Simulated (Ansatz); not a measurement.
# LaF2: the cost of one run

Program: Ansatz 0.2.0. Level of theory: DFT PBE, scalar-relativistic, plane waves, PAW. These are calculated values, not measurements.

1 further run of the same task is left out (it didn't finish).

### 1 The starting structure

The structure is orthorhombic, space group Cmmm (No. 65). The conventional cell has a = 3.830 Å, b = 6.849 Å, c = 4.478 Å, α = 90.00°, β = 90.00°, γ = 90.00°. La (site symmetry mmm) is surrounded by 4 F at 1.96 Å. F (site symmetry 2/m) has 2 F at 1.91 Å and 2 La at 1.96 Å as nearest neighbours.

As a file:

```
La F
1.0
     1.91485   -3.42455    0.00000
     1.91485    3.42455    0.00000
     0.00000    0.00000    4.47840
La F
1 2
Direct
  0.00000 0.00000 0.50000
  0.00000 0.50000 0.50000
  0.50000 0.00000 0.50000
```

A structure generator made this guess: random cell by space group and Wyckoff sites (Cmmm, No. 65). Lengths come from tabulated atomic sizes and are only a guess.

### 2 A first look at the guess

File input.yaml:

```yaml
crystal:
  lattice:
    - [1.91485259, -3.4245548, 0.0]
    - [1.91485259, 3.4245548, 0.0]
    - [0.0, 0.0, 4.47839656]
  atoms:
    - { symbol: La, position: [0.0, 0.0, 0.5] }
    - { symbol: F, position: [0.0, 0.5, 0.5] }
    - { symbol: F, position: [0.5, 0.0, 0.5] }
basis:
  ecutwfc: 420
kpoints:
  mp_grid: { grid: [6, 6, 4] }
hamiltonian:
  xc: pbe
scf:
  occupations: { method: gaussian, width: 0.1 }
  lower_state_search: "off"
output:
  forces: true
  stress: true
  eigenvalues: true
```

Run with:

```bash
> ansatz run input.yaml --threads 1 --pin off --max-ram 2560MiB --backend cpu --events-out ev --progress --plain --runs-dir out
```

Q: Estimate wall time and peak memory on 1 thread of Intel Xeon at 2.70GHz, shared host.

About 3.4 s, with a peak of 0.37 GiB.
